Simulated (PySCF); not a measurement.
# The bond of HgB+, level by level

One table from this session's results is given with a row withheld; the runs are named, their logs left out.

Method: Hg def2-SVPD with ECP60, B def2-SVPD, scalar-relativistic core potentials; program: PySCF 2.14.0.

Set-up of the first run:

The job is set up so:

```yaml
atoms: Hg, B
charge: 1
basis: Hg def2-SVPD with ECP60, B def2-SVPD
Hamiltonian: scalar-relativistic core potentials
basis_functions: 55
electrons_treated: 24
masses_in_u: 201.9706, 11.0093
levels: PBE0, PBE, r²SCAN, M06-2X, TPSSh, MN15, HF, MP2, SCS-MP2, CCSD, CCSD(T)
grid: 80 radial by 434 angular points
occupations: held fixed by the projection of orbital angular momentum
dissociation_limit: Hg + B+, each in its ground configuration
starting_distance_in_angstrom: 2.290
values_of_2S_to_try: 0, 2
```

Command:

```sh
$ OMP_NUM_THREADS=1 python dia.py task.json out
```

Among the steps run: Input; First curve: PBE0; Excited determinants; PBE (GGA); r²SCAN; M06-2X (hybrid meta-GGA); TPSSh; MN15; RHF (mean field); MP2 and coupled cluster.

One of the session's tables, all rows but one given; the rest of the session is left out.

Energy (eV) from each level's lowest point:

```
R (Å)    RHF  RHF-MP2  RHF-SCS-MP2  RHF-CCSD  RHF-CCSD(T)
2.039  0.682    0.274        0.328       n/a          n/a
2.134  0.393    0.117        0.151     0.185        0.158
2.229  0.204    0.034        0.052     0.069        0.053
2.300      ?        ?            ?         ?            ?
2.371  0.051    0.000        0.000     0.001        0.000
2.442  0.016    0.011        0.004     0.000        0.006
2.537  0.000    0.045        0.030     0.023        0.037
2.655  0.015    0.110        0.086     0.077        0.101
2.798  0.066    0.206        0.174     0.165        0.199
2.987  0.165    0.347        0.307       n/a          n/a
```

**Question.** Estimate the row for R (Å) = 2.300.

Worked estimate for «RHF». A straight line through the neighbours (2.229, 0.204) and (2.371, 0.051) gives 0.204 + (0.051 − 0.204) × (2.300 − 2.229) / (2.371 − 2.229) = 0.128; a parabola fitted to 4 rows on both sides gives 0.110.

The run gave: RHF: 0.112; RHF-MP2: 0.006; RHF-SCS-MP2: 0.014; RHF-CCSD: 0.022; RHF-CCSD(T): 0.014. In «RHF» the line misses by +0.016 and the parabola by -0.002.
